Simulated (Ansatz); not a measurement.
# RuWO4: the cost of one run

Method: DFT PBE, scalar-relativistic, plane waves, PAW, in Ansatz 0.2.0.

## (1) The system as given

The cell holds 24 atoms (O16Ru4W4): a = 6.637 Å, b = 6.637 Å, c = 7.697 Å, α = 115.54°, β = 115.54°, γ = 90.00°.

The sites of an ideal rutile lattice, at a guessed lattice constant, take 4 W, 4 Ru; 16 O (sublattices apart by semicolons), with a shake of 0.02 Å. Warren-Cowley parameters of the first shell (negative: unlike neighbours preferred): Ru-W +1.00. In a cell this small the draw can fall short of the order aimed at.

Its coordinates follow in the input file.

## (2) Relaxation without symmetry, coarse mesh

Cell and atoms move without symmetry, on a coarse mesh with loose thresholds.

input.yaml reads:

```yaml
crystal:
  lattice:
    - [4.69278924, -4.69278924, 0.0]
    - [-4.69278924, -4.69278924, 0.0]
    - [0.0, 4.69278924, -6.10062602]
  atoms:
    - { symbol: O, position: [0.753598027, 0.4455174458, 0.4997533896] }
    - { symbol: O, position: [0.4976821389, 0.1963780137, 0.0002863141] }
    - { symbol: O, position: [0.2519547078, 0.9487317768, 0.5034127951] }
    - { symbol: O, position: [4.18433e-05, 0.6964995545, 0.9988166758] }
    - { symbol: O, position: [0.7453320812, 0.0539976464, 0.5009751189] }
    - { symbol: O, position: [0.495987736, 0.8080342265, 0.9997910059] }
    - { symbol: O, position: [0.2519935695, 0.5613006614, 0.5003189384] }
    - { symbol: O, position: [0.0029405123, 0.30487024, 0.9977592158] }
    - { symbol: O, position: [0.9248895893, 0.1243379356, 0.2475512096] }
    - { symbol: O, position: [0.6774762308, 0.8761418304, 0.7450480692] }
    - { symbol: O, position: [0.4360087651, 0.6267747652, 0.2524820565] }
    - { symbol: O, position: [0.1781232401, 0.3756860572, 0.7477384565] }
    - { symbol: O, position: [0.3224831515, 0.1304542958, 0.2540200655] }
    - { symbol: O, position: [0.0655238437, 0.8790553299, 0.7540657662] }
    - { symbol: O, position: [0.8149506049, 0.6224314639, 0.2463583977] }
    - { symbol: O, position: [0.5771276976, 0.3714373362, 0.7503155702] }
    - { symbol: Ru, position: [0.6237094306, 0.1228739509, 0.2452663852] }
    - { symbol: Ru, position: [0.3723891759, 0.8716261597, 0.7492232749] }
    - { symbol: Ru, position: [0.1200762832, 0.6290143919, 0.2506269779] }
    - { symbol: Ru, position: [0.8779094678, 0.3759271358, 0.7520991108] }
    - { symbol: W, position: [0.7515536723, 0.7567582946, 0.5008517265] }
    - { symbol: W, position: [0.4926743997, 0.4938348568, 0.9950983782] }
    - { symbol: W, position: [0.249910574, 0.2532821134, 0.4969827576] }
    - { symbol: W, position: [0.9958645374, 0.9995012338, 0.996200896] }
  symmetry: { detect: false }
basis:
  ecutwfc: 420
kpoints:
  mp_grid: { grid: [2, 2, 2], shift: [0.5, 0.5, 0.5] }
hamiltonian:
  xc: pbe
scf:
  occupations: { method: gaussian, width: 0.1 }
  lower_state_search: "off"
output:
  forces: true
  stress: true
  eigenvalues: true
relax:
  adjacent_minimum: "off"
  f_tol: 0.04
  max_steps: 50
  cell: { stress_tol: 0.3 }
```

Run with:

```sh
ansatz run input.yaml --threads 4 --pin off --max-ram 9216MiB --backend cpu --events-out ev --progress --plain --runs-dir out
```

**Question.** How long does this run take on 4 threads of Arm Neoverse V2, shared host, and how much memory does it need?

About 95 s, with a peak of 0.98 GiB.
